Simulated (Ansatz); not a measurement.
# Calcium, beta-Sn type under BLYP: structure, energy and stiffness

What does BLYP give for calcium in the beta-Sn type structure? We relax it, solve it on a dense k-mesh, then scale the cell to 7 volumes from 88 to 112 % of the relaxed one and try a fit of the equation of state. Spin polarisation is left out. The k-meshes are 10×10×7 for the relaxation; 16×16×11 for the dense run; 11×11×7 for the volumes.

Computed with Ansatz 0.2.0 (DFT BLYP, plane waves (420 eV) with PAW, scalar-relativistic; PBE-made PAW files, unless a step says otherwise).

**1. Starting point**

It takes space group I4_1/amd (No. 141, tetragonal). The conventional cell has a = 6.949 Å, b = 6.949 Å, c = 3.794 Å, α = 90.00°, β = 90.00°, γ = 90.00°. Ca (site symmetry -4m2) has 6 Ca at 3.60 to 3.79 Å as nearest neighbours.

Coordinates:

```
Ca
1.0
    -3.47475    3.47475    1.89721
     3.47475   -3.47475    1.89721
     3.47475    3.47475   -1.89721
Ca
2
Direct
  0.00000 0.00000 0.00000
  0.75000 0.25000 0.50000
```

**2. Geometry optimisation**

Input file input.yaml:

```yaml
crystal:
  lattice:
    - [-3.4747458143, 3.4747458143, 1.8972112146]
    - [3.4747458143, -3.4747458143, 1.8972112146]
    - [3.4747458143, 3.4747458143, -1.8972112146]
  atoms:
    - { symbol: Ca, position: [0.0, 0.0, 0.0] }
    - { symbol: Ca, position: [0.75, 0.25, 0.5] }
hamiltonian:
  xc: blyp
  pseudopotentials:
    kind: paw
    azcp:
      Ca: "pseudopotentials/Ca.paw.azcp"
basis:
  ecutwfc: 420
  fft_grid_basis: typed
kpoints:
  mp_grid: { grid: [10, 10, 7], shift: [0, 0, 0] }
magnetization:
  spin_polarized: false
scf:
  occupations: { method: fermi_dirac, width: 0.1 }
relax:
  max_steps: 60
  f_tol: 0.01
  cell: {}
```

Further steps of the session: The energy on a finer k-mesh; The cell scaled to 88 % of its volume; The cell scaled to 92 % of its volume; The cell scaled to 96 % of its volume; The cell scaled to 100 % of its volume; The cell scaled to 104 % of its volume; The cell scaled to 108 % of its volume; The cell scaled to 112 % of its volume.

Q: Predict the outcome of this session. Wanted: space group; conventional cell; volume; shortest distance; gap on the mesh; relative to fcc; V₀, B₀, B₀′.

The runs gave:

```
                      quantity                                   value
space group (spins left aside)                      I4_1/amd (No. 141)
             conventional cell  a = 6.890 Å, c = 3.700 Å (c/a = 0.537)
                        volume                          43.916 Å³/atom
             shortest distance                                 3.566 Å
               gap on the mesh            none (levels filled in part)
               relative to fcc                           +245 meV/atom
                   V₀, B₀, B₀′           43.729 Å³/atom, 11.0 GPa, 3.5
```

What this shows: The relaxation shrank the cell by 4.1 % in volume. It lies 245 meV/atom above the element's reference form at the same level (fcc, from a run of its own). No gap shows: it is a metal or semimetal at this level. B₀ comes out at 11.0 GPa, a soft solid; letting shape and positions relax at each volume could only lower it. Relaxation kept the symmetry; phonons were not checked.
